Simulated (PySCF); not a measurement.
# Nb (+4): ligand-field states

Aim: compute the ligand-field states of Nb (+4).

Computed with PySCF 2.14.0 and routines of our own; the level stands in each step. Atoms count from 0.

## Step 1: The starting structure

1 atom, charge 4, states of the metal's open shell are computed; geometry from: free ion.

## Step 2: Ligand-field states: state-averaged CASSCF

The job: settings as JSON, then the geometry in Å.

```
{"job": {"kind": "lf", "basis": {"metal": "x2c-TZVPall", "ligand": "x2c-SVPall"}, "nevpt": true}, "charge": 4, "metal": "Nb", "open_shell": "d1"}
Nb     0.000000     0.000000     0.000000
```

With the program's defaults for keys left out, this is: state-averaged CASSCF of the metal d shell, SC-NEVPT2 on the averaged canonical orbitals, state-interaction spin-orbit coupling.

The run is started by

```
OMP_NUM_THREADS=1 python lf_run.py task.json out
```

One launch serves the whole session: the jobs run in the order shown.

Standard output:

```text
basis functions 63, electrons 37, active (1e, 5o)
stage 1: DIIS on the effective Fock matrix, level shift 0.30
cycle   1  E = -3810.4169535037  dE = -3.810e+03  max|g| = 5.814e+00
cycle   2  E = -3813.9918617021  dE = -3.575e+00  max|g| = 1.745e+00
cycle   3  E = -3814.3050789310  dE = -3.132e-01  max|g| = 5.908e-01
cycle   4  E = -3814.3287046043  dE = -2.363e-02  max|g| = 3.137e-02
cycle   5  E = -3814.3289148415  dE = -2.102e-04  max|g| = 2.353e-03
cycle   6  E = -3814.3289202486  dE = -5.407e-06  max|g| = 4.585e-04
cycle   7  E = -3814.3289207514  dE = -5.028e-07  max|g| = 8.054e-05
cycle   8  E = -3814.3289207858  dE = -3.442e-08  max|g| = 1.397e-05
cycle   9  E = -3814.3289207876  dE = -1.764e-09  max|g| = 2.945e-06
converged average energy = -3814.3289207876

 mult deg   label        CASSCF/cm-1   NEVPT2/cm-1
   2   5   2D                  0.0           0.0

spin-orbit levels / cm-1
      0.00  x4  2D 1.00
   1801.98  x6  2D 1.00
```

Wall time 3.6 s (1 thread of Arm Neoverse N1, shared host); peak memory 0.2 GiB.

Key values:

| quantity | value |
| --- | --- |
| spin-orbit constant ζ | 721 cm⁻¹ |

Powder susceptibility:

| T (K) | χT (cm³ K/mol) | μ(eff) |
| --- | --- | --- |
| 2 | 0.300 | 1.55 |
| 5 | 0.300 | 1.55 |
| 10 | 0.300 | 1.55 |
| 20 | 0.301 | 1.55 |
| 30 | 0.301 | 1.55 |
| 50 | 0.303 | 1.56 |
| 75 | 0.304 | 1.56 |
| 100 | 0.306 | 1.56 |
| 150 | 0.308 | 1.57 |
| 200 | 0.311 | 1.58 |
| 250 | 0.314 | 1.59 |
| 300 | 0.318 | 1.59 |

## Step 3: Ligand-field states: state-averaged CASSCF (basis x2c-QZVPall on the metal, x2c-SVPall on the rest)

The job: settings as JSON, then the geometry in Å.

```
{"job": {"kind": "lf", "basis": {"metal": "x2c-QZVPall", "ligand": "x2c-SVPall"}, "nevpt": true}, "charge": 4, "metal": "Nb", "open_shell": "d1"}
Nb     0.000000     0.000000     0.000000
```

Method: state-averaged CASSCF of the metal d shell, SC-NEVPT2 on the averaged canonical orbitals, state-interaction spin-orbit coupling.

Standard output:

```text
basis functions 102, electrons 37, active (1e, 5o)
stage 1: DIIS on the effective Fock matrix, level shift 0.30
cycle   1  E = -3809.3524514485  dE = -3.809e+03  max|g| = 6.238e+00
cycle   2  E = -3813.7545872452  dE = -4.402e+00  max|g| = 2.083e+00
cycle   3  E = -3814.3131072233  dE = -5.585e-01  max|g| = 7.468e-01
cycle   4  E = -3814.3761547112  dE = -6.305e-02  max|g| = 3.509e-02
cycle   5  E = -3814.3764967591  dE = -3.420e-04  max|g| = 3.077e-03
cycle   6  E = -3814.3765035532  dE = -6.794e-06  max|g| = 5.274e-04
cycle   7  E = -3814.3765040716  dE = -5.184e-07  max|g| = 1.210e-04
cycle   8  E = -3814.3765041213  dE = -4.967e-08  max|g| = 2.000e-05
cycle   9  E = -3814.3765041246  dE = -3.264e-09  max|g| = 4.210e-06
converged average energy = -3814.3765041246

 mult deg   label        CASSCF/cm-1   NEVPT2/cm-1
   2   5   2D                  0.0           0.0

spin-orbit levels / cm-1
      0.00  x4  2D 1.00
   1815.12  x6  2D 1.00
```

Run time: 8.5 s. Hardware: 1 thread of Arm Neoverse N1, shared host; peak memory 0.23 GiB.

Key values:

| quantity | value |
| --- | --- |
| spin-orbit constant ζ | 726 cm⁻¹ |

Powder susceptibility:

| T (K) | χT (cm³ K/mol) | μ(eff) |
| --- | --- | --- |
| 2 | 0.300 | 1.55 |
| 20 | 0.301 | 1.55 |
| 100 | 0.305 | 1.56 |
| 300 | 0.317 | 1.59 |

## Step 4: Ligand-field states: state-averaged CASSCF (freeze False)

The job: settings as JSON, then the geometry in Å.

```
{"job": {"kind": "lf", "basis": {"metal": "x2c-TZVPall", "ligand": "x2c-SVPall"}, "nevpt": true, "freeze": false}, "charge": 4, "metal": "Nb", "open_shell": "d1"}
Nb     0.000000     0.000000     0.000000
```

Method: state-averaged CASSCF of the metal d shell, SC-NEVPT2 on the averaged canonical orbitals, state-interaction spin-orbit coupling.

Standard output:

```text
basis functions 63, electrons 37, active (1e, 5o)
stage 1: DIIS on the effective Fock matrix, level shift 0.30
cycle   1  E = -3810.4169535037  dE = -3.810e+03  max|g| = 5.814e+00
cycle   2  E = -3813.9918617021  dE = -3.575e+00  max|g| = 1.745e+00
cycle   3  E = -3814.3050789310  dE = -3.132e-01  max|g| = 5.908e-01
cycle   4  E = -3814.3287046043  dE = -2.363e-02  max|g| = 3.137e-02
cycle   5  E = -3814.3289148415  dE = -2.102e-04  max|g| = 2.353e-03
cycle   6  E = -3814.3289202486  dE = -5.407e-06  max|g| = 4.585e-04
cycle   7  E = -3814.3289207514  dE = -5.028e-07  max|g| = 8.054e-05
cycle   8  E = -3814.3289207858  dE = -3.442e-08  max|g| = 1.397e-05
cycle   9  E = -3814.3289207876  dE = -1.764e-09  max|g| = 2.945e-06
converged average energy = -3814.3289207876

 mult deg   label        CASSCF/cm-1   NEVPT2/cm-1
   2   5   2D                  0.0           0.0

spin-orbit levels / cm-1
      0.00  x4  2D 1.00
   1801.98  x6  2D 1.00
```

It took 2.7 s on 1 thread of Arm Neoverse N1, shared host; peak memory 0.2 GiB.

In short:

| quantity | value |
| --- | --- |
| spin-orbit constant ζ | 721 cm⁻¹ |

Powder susceptibility:

| T (K) | χT (cm³ K/mol) | μ(eff) |
| --- | --- | --- |
| 2 | 0.300 | 1.55 |
| 20 | 0.301 | 1.55 |
| 100 | 0.306 | 1.56 |
| 300 | 0.318 | 1.59 |

## Step 5: Ligand-field states: state-averaged CASSCF (electrons 3)

The job: settings as JSON, then the geometry in Å.

```
{"job": {"kind": "lf", "basis": {"metal": "x2c-TZVPall", "ligand": "x2c-SVPall"}, "nevpt": true, "max_cycle": 99, "n": 3}, "charge": 4, "metal": "Nb", "open_shell": "d1"}
Nb     0.000000     0.000000     0.000000
```

With the program's defaults for keys left out, this is: state-averaged CASSCF of the metal d shell, SC-NEVPT2 on the averaged canonical orbitals, state-interaction spin-orbit coupling.

Standard output:

```text
basis functions 63, electrons 37, active (3e, 5o)
stage 1: DIIS on the effective Fock matrix, level shift 0.30
cycle   1  E = -3807.2660921779  dE = -3.807e+03  max|g| = 5.880e+00
cycle   2  E = -3811.1556543922  dE = -3.890e+00  max|g| = 1.849e+00
cycle   3  E = -3811.4857434015  dE = -3.301e-01  max|g| = 6.007e-01
cycle   4  E = -3811.5108862682  dE = -2.514e-02  max|g| = 3.543e-02
cycle   5  E = -3811.5111078373  dE = -2.216e-04  max|g| = 1.738e-03
cycle   6  E = -3811.5111109391  dE = -3.102e-06  max|g| = 3.323e-04
cycle   7  E = -3811.5111111490  dE = -2.100e-07  max|g| = 1.774e-04
cycle   8  E = -3811.5111111809  dE = -3.182e-08  max|g| = 8.384e-05
cycle   9  E = -3811.5111111873  dE = -6.412e-09  max|g| = 2.937e-05
cycle  10  E = -3811.5111111880  dE = -7.640e-10  max|g| = 8.926e-06
converged average energy = -3811.5111111880

 mult deg   label        CASSCF/cm-1   NEVPT2/cm-1
   4   1   4F                  0.0           0.0
   4   2   4F              -1190.7        1979.2
   4   2   4F                527.7        3832.0
   2   1   2H              14191.0        6312.7
   2   2   2H              14511.8        7473.5
   2   2   2G              12985.5        7526.6
   2   2   2G              12645.0        8305.7
   4   2   4F                -99.6        8700.9
   4   1   4P              10149.3        9570.8
   2   2   2P              15902.6        9749.8
   2   1   2G              12609.0        9758.6
   2   2   2H              15485.2       10931.1
   2   2   2G              13416.6       13121.1
   2   2   2D              17991.7       14402.8
   2   1   2P              18371.4       14590.2
   2   1   2D              20849.7       18690.2
   2   2   2G              14182.5       19337.4
   2   2   2H              17692.4       20367.9
   2   2   2D              21187.3       23413.6
   2   2   2H              20143.0       26307.8
   4   2   4P              15256.9       26580.4
   2   1   2F              30368.1       31574.6
   2   2   2F              30659.5       33940.5
   2   2   2F              30791.4       34144.3
   2   2   2H              22176.8       39068.6
   2   2   2F              32291.0       40163.2
   2   1   2D              45000.0       40492.5
   2   2   2D              47281.9       49081.9
   2   2   2D              52934.5       65268.2

spin-orbit levels / cm-1
      0.00  x2  4F 0.92 4F 0.07
    150.70  x2  4F 0.95 4F 0.03
   1017.59  x2  4F 0.97
   1870.04  x2  4F 0.98
   2693.37  x2  4F 0.99
   3475.82  x2  4F 0.99
   3809.80  x2  4F 0.97
   4005.08  x2  4F 0.87 4F 0.07
   4158.19  x2  4F 0.90 4F 0.03
   4365.44  x2  4F 0.94 2G 0.04
   6272.51  x2  2H 0.74 2H 0.13 2G 0.09
   6865.30  x2  2G 0.59 2H 0.27 4F 0.10
   7743.17  x2  2H 0.45 4F 0.33 2G 0.12
   7788.11  x2  2H 0.36 2G 0.32 2G 0.25
   7897.38  x2  2H 0.33 2G 0.24 4F 0.22
   8049.34  x2  2G 0.73 4F 0.23
   8574.29  x2  2P 0.33 4F 0.26 2H 0.17
   8834.20  x2  2G 0.26 4P 0.23 4F 0.20
   9011.94  x2  2G 0.39 4F 0.33 2G 0.17
   9520.42  x2  4P 0.68 2P 0.25 4F 0.04
   9684.18  x2  4F 0.39 2G 0.24 2G 0.11
   9688.22  x2  4F 0.94 2G 0.05
   9717.42  x2  4F 0.71 2G 0.20 4F 0.04
  10687.28  x2  2P 0.34 2G 0.33 4P 0.12
  10809.26  x2  4P 0.57 2P 0.33 2D 0.04
  11102.46  x2  2G 0.39 2P 0.31 4P 0.17
  11351.91  x2  2H 0.89 2G 0.09
  11737.34  x2  2H 0.81 2G 0.11 2P 0.03
  13179.31  x2  2G 0.88 2H 0.08
  14312.97  x2  2G 0.94 4F 0.05
```

It took 6.3 s on 1 thread of Arm Neoverse N1, shared host; peak memory 0.2 GiB.

These settings were drawn to be risky; the run ended normally, but its values are left out of the summary.

## Step 6: Ligand field across the series

From the NEVPT2 states (cm⁻¹; the spread is that of the fitted one-electron ligand-field levels):

| step | setting | ground state | next state | orbital spread | ζ | μ(eff), 300 K |
| --- | --- | --- | --- | --- | --- | --- |
| 2 | as given | 2D | – | 0 | 721 | 1.59 |
| 3 | basis x2c-QZVPall on the metal, x2c-SVPall on the rest | 2D | – | 0 | 726 | 1.59 |
| 4 | freeze False | 2D | – | 0 | 721 | 1.59 |

## Step 7: Results

| quantity | value |
| --- | --- |
| spin-orbit constant ζ (step 2, state-averaged CASSCF) | 721 cm⁻¹ |
| ground multiplicity, μ(eff) at 300 K (step 2, free ion) | 2, 1.59 μB |
| ground multiplicity, μ(eff) at 300 K (step 3, free ion) | 2, 1.59 μB |
| ground multiplicity, μ(eff) at 300 K (step 4, free ion) | 2, 1.59 μB |

What this shows: In step 2, χT goes from 0.30 at 2 K to 0.32 cm³ K/mol at 300 K: nearly flat, so one level governs the whole range.
